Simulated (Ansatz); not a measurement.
What does this script print? It uses Ansatz 0.2.0, Python API.

Script `torsion.py`:
```python
from dataclasses import dataclass

import ansatz as az
from ase import Atoms


@dataclass
class Options:
    basis_set: str = "cc-pVDZ"
    functional: str = "pbe"
    fmax: float = 0.02


settings = Options()


def main() -> None:
    atoms = Atoms(["O", "C", "F", "Si", "S", "H", "H", "H"], positions=[
        (0.2096, 0.5966, 1.5952),
        (0.486, 0.2721, 0.2325),
        (1.8276, 0.2123, -0.0134),
        (-0.4487, -1.0025, -0.586),
        (-0.3918, 1.1332, -0.9509),
        (0.3503, 1.6049, 1.6941),
        (-0.0462, -1.6394, -1.8501),
        (-1.8947, -1.2344, -0.1773),
    ])

    first = (
        az.Crystal.molecule_from_ase(atoms).calculation()
        .basis(gaussian=settings.basis_set)
        .functional(settings.functional)
        .relax(force_tolerance=settings.fmax, max_steps=80)
    )
    atoms.positions = first.run(threads=1).report["positions_ang"]

    start = atoms.get_dihedral(2, 1, 0, 5)
    energies = {}
    for turn in range(0, 360, 40):
        turned = atoms.copy()
        turned.set_dihedral(2, 1, 0, 5, start + turn, indices=[0, 5])
        calculation = (
            az.Crystal.molecule_from_ase(turned).calculation()
            .basis(gaussian=settings.basis_set)
            .functional(settings.functional)
        )
        energies[round((start + turn) % 360)] = calculation.run(threads=1).report["free_energy_ev"]
    floor = min(energies.values())
    print("dihedral F2-C1-O0-H5 (deg)   E - E(min) (kJ/mol)")
    for angle, e in sorted(energies.items()):
        print(f"{angle:8d} {96.485332 * (e - floor):14.3f}  " + "#" * int(30 * (e - floor) / max(max(energies.values()) - floor, 1e-9)))


if __name__ == "__main__":
    main()
```

`python torsion.py` gives:
```text
dihedral F2-C1-O0-H5 (deg)   E - E(min) (kJ/mol)
      20          7.670  ###########
      60          0.000
     100          6.921  ##########
     140         15.115  #######################
     180         18.836  ############################
     220         19.697  ##############################
     260         17.502  ##########################
     300         17.407  ##########################
     340         17.729  ###########################
```

The scan is rigid and the energies are electronic, in a modest basis. With rigid groups the curve can differ much from the relaxed path, the start wasn't checked as a minimum of this torsion, and equivalent turns needn't return to the same energy. Wall time of the script: 90 s on 1 thread of Arm Neoverse N1 (shared host), peak memory 0.25 GiB.
